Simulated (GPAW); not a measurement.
Ir3Rh:

```xyz
4
Lattice="3.8403 0.0000 0.0000 0.0000 3.8403 0.0000 0.0000 0.0000 3.8403" Properties=species:S:1:pos:R:3 pbc="T T T"
Ir    1.9202    1.9202    0.0000
Ir    0.0000    1.9202    1.9202
Ir    1.9202    0.0000    1.9202
Rh    0.0000    0.0000    0.0000
```

The cell comes from a database or a generator and needn't be the stable form of this composition.

```yaml
Program: GPAW 26.7.0
Task: relaxation of cell and atoms
Functional: PBEsol
Dispersion: D4
Potentials_or_basis: PAW data sets generated in the run's folder for this functional
Cutoff: 600 eV
Basis: pw
k_mesh: 7 × 7 × 7
Occupations: fermi-dirac, width 0.05 eV
Spin: no spin polarisation
```

At the start: pressure -11.7 GPa; volume 14.16 Å³/atom.

**Question.** How do energy, volume and symmetry change on relaxing?

**Answer.** Over 4 steps the energy falls by 17.4 meV/atom and the volume is 13.69 Å³/atom (-3.3 %); space group Pm-3m (No. 221, to 0.05 Å).

The path:
| step | energy change (eV) | largest force (eV/Å) | pressure (GPa) | volume (Å³) |
| --- | --- | --- | --- | --- |
| 1 | 0.0000 | 0.0000 | -11.72 | 56.64 |
| 2 | -0.0383 | 0.0000 | -8.05 | 56.01 |
| 3 | -0.0694 | 0.0000 | 0.45 | 54.71 |
| 4 | -0.0696 | 0.0000 | -0.01 | 54.78 |

Final structure:
```cif
data_structure
_symmetry_space_group_name_H-M 'P 1'
_symmetry_Int_Tables_number 1
_cell_length_a 3.7978
_cell_length_b 3.7978
_cell_length_c 3.7978
_cell_angle_alpha 90.000
_cell_angle_beta 90.000
_cell_angle_gamma 90.000
_cell_volume 54.78
loop_
_atom_site_label
_atom_site_type_symbol
_atom_site_fract_x
_atom_site_fract_y
_atom_site_fract_z
_atom_site_occupancy
Ir1 Ir 0.50000 0.50000 0.00000 1
Ir2 Ir 0.00000 0.50000 0.50000 1
Ir3 Ir 0.50000 0.00000 0.50000 1
Rh1 Rh 0.00000 0.00000 0.00000 1
```

Caveat: later steps reuse the first step's grids; pairwise dispersion overbinds metals, which lowers pressure and volume.
